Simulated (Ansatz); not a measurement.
The system is ReSbN.

```xyz
6
Lattice="3.4321 0.0000 0.0000 0.0000 3.4321 0.0000 0.0000 0.0000 8.5926" Properties=species:S:1:pos:R:3 pbc="T T T"
Re    0.0000    1.7161    7.5034
Re    1.7161    0.0000    1.0892
Sb    0.0000    1.7161    2.8653
Sb    1.7161    0.0000    5.7273
N     0.0000    0.0000    0.0000
N     1.7161    1.7161    0.0000
```

The cell comes from a database or a generator and needn't be the stable form of this composition.

| Item | Value |
| --- | --- |
| Program | Ansatz 0.2.0 |
| Task | relaxation of cell and atoms |
| Functional | LDA |
| Potentials or basis | Ansatz PAW |
| Cutoff | 420 eV (not typed: the program's choice for these potentials) |
| k mesh | 8 × 8 × 3 |
| Occupations | fermi-dirac, width 0.05 eV |
| Spin | no spin polarisation |

At the start: volume 16.87 Å³/atom.

Problem. How do energy, volume and symmetry change on relaxing?

Solution. It ends after 9 steps and the volume is 15.89 Å³/atom (-5.8 %); space group P4/nmm (No. 129, to 0.05 Å).

Step by step:
```csv
step,energy change (eV),largest force (eV/Å),volume (Å³)
1,0.0000,1.0057,101.22
2,-0.0430,1.0415,91.81
3,-0.1916,0.2110,95.13
4,-0.1905,0.1898,96.30
5,-0.1973,0.0148,95.46
6,-0.1973,0.0002,95.47
7,-0.1888,0.0006,95.47
8,-0.1890,0.0022,95.37
9,-0.1888,0.0022,95.37
```

Final structure:
```
Re Sb N
1.0
     3.36677    0.00000    0.00000
     0.00000    3.36677    0.00000
     0.00000    0.00000    8.41324
Re Sb N
2 2 2
Direct
  0.00000 0.50000 0.87256
  0.50000 0.00000 0.12744
  0.00000 0.50000 0.33402
  0.50000 0.00000 0.66598
  0.00000 0.00000 0.00000
  0.50000 0.50000 0.00000
```

Caveat: the plane-wave basis is chosen anew once the cell has moved, so the energies of steps on either side of that aren't comparable; the pressure holds a Pulay correction of +0.3 GPa for the finite cutoff; the PAW data sets come from PBE, with cores solved anew for the run's functional, which leaves a small shift of forces and pressure.
